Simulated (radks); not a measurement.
# Xe³¹⁺ in [Ar] 3d4.5 4p0.5: an all-electron calculation

Aim: the levels, the sizes of the orbitals and the parts of the energy of the xenon ion Xe31+.

The numbers are computed with radks (a radial shooting solver on a logarithmic mesh, Libxc functionals) version 1 (scalar-relativistic Kohn-Sham, SCAN, spin-unpolarised, spherical densities, finite nucleus), except any that are marked as measured or tabulated.

## Step 1: The atom as given

```
element            : xenon (Z = 54)
charge             : +31
electrons          : 23
configuration      : [Ar] 3d4.5 4p0.5
nuclear rms radius : 4.7859 fm
```

## Step 2: The calculation

Input:

```text
Z 54
configuration [Ar] 3d4.5 4p0.5 4s0 4d0
relativity scalar-relativistic
functional scan,scan
spin unpolarised
nucleus finite rms 4.7859 fm
c 137.035999084
```

**Question.** What will this run give?

**Answer**, as computed:

```
                        quantity                 value
                    total energy   -6796.36998 hartree
exchange-correlation share of it                2.04 %
                            −T/E                1.0562
          highest occupied level        4p, -1056.6 eV
    most extended occupied level  4p, <r> = 0.581 bohr
 radius at density 0.001 e/bohr³             1.17 bohr
    maxima of the radial density                     3
```

4 principal shells are occupied and 3 maxima appear in the radial density; where shells overlap, one shows as a shoulder or not at all. Relativity lifts −T/E to 1.056. This is not the tabulated ground configuration, so its levels and sizes aren't those of the ground state, and no measured value stands beside it.
